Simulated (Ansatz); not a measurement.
## WC, space group P-6m2: a phonon calculation by linear response, step by step

Program: the Ansatz DFT code, driven from Python.

Typed at the interpreter:
```pycon
>>> from pathlib import Path
>>> import ansatz
>>> import numpy as np
>>> from pymatgen.core import Lattice, Structure
>>> from pymatgen.io.ase import AseAtomsAdaptor
>>> pmg_structure = Structure(
...     Lattice([(2.9065, 0.0, 0.0), (-1.45325, 2.51710284, 0.0), (0.0, 0.0, 2.8366)]),
...     ["W", "C"],
...     [
...         (0.0, 0.0, 0.0),
...         (2 / 3, 1 / 3, 0.5),
...     ],
... )
>>> cell = ansatz.Crystal.from_ase(AseAtomsAdaptor.get_atoms(pmg_structure))
>>> cell.resolved().tree()["lattice"]
((2.9065, 0.0, 0.0), (-1.45325, 2.51710284, 0.0), (0.0, 0.0, 2.8366))
>>> calc = (
...     cell.calculation()
...     .occupations("gaussian", width=0.15)
...     .basis(420)
...     .pseudopotentials("paw")
...     .functional(ansatz.Functional.PBE)
...     .kpoints(12, 12, 12)
...     .phonons("dfpt", points=[(0, 0, 0), (0, 0, 0.5)])
... )
>>> res = calc.run(runs_dir="runs")
RunWarning: eigensolver did not converge (k=111): 1 band(s) unlocked after 20 sweeps at ethr=1.00e-12 eV (lowest unlocked band 12, counted from 0; max residual 4.41e-5 eV among the unlocked bands, [...]
>>> ph = res.phonons
>>> for q in ph.qpoints:
...     print("q =", np.round(q.q_frac, 3), "1/cm:", " ".join(f"{w:.1f}" for w in q.omega_inv_cm))
...
q = [0. 0. 0.] 1/cm: -0.0 0.0 0.0 586.8 620.3 620.3
q = [0.  0.  0.5] 1/cm: 177.5 177.5 288.5 537.8 537.8 755.3
```

Caveats:
- The run is spin-unpolarised.
- The cell isn't relaxed first, so the values belong to this volume.
- Spin-orbit coupling, which matters for elements this heavy, is left out.
- The structure is a deposited one; some such entries were measured under pressure or heat, so a shift against it needn't be the functional's error alone.
- Warnings are shown shortened and without file and line.
- The structure is taken as given; imaginary modes can come from an unrelaxed or unstable start. Phonons of metals also depend on mesh and smearing.
- Run time: 45 s on 1 thread of Arm Neoverse V1 (shared host), peak memory 0.65 GiB.
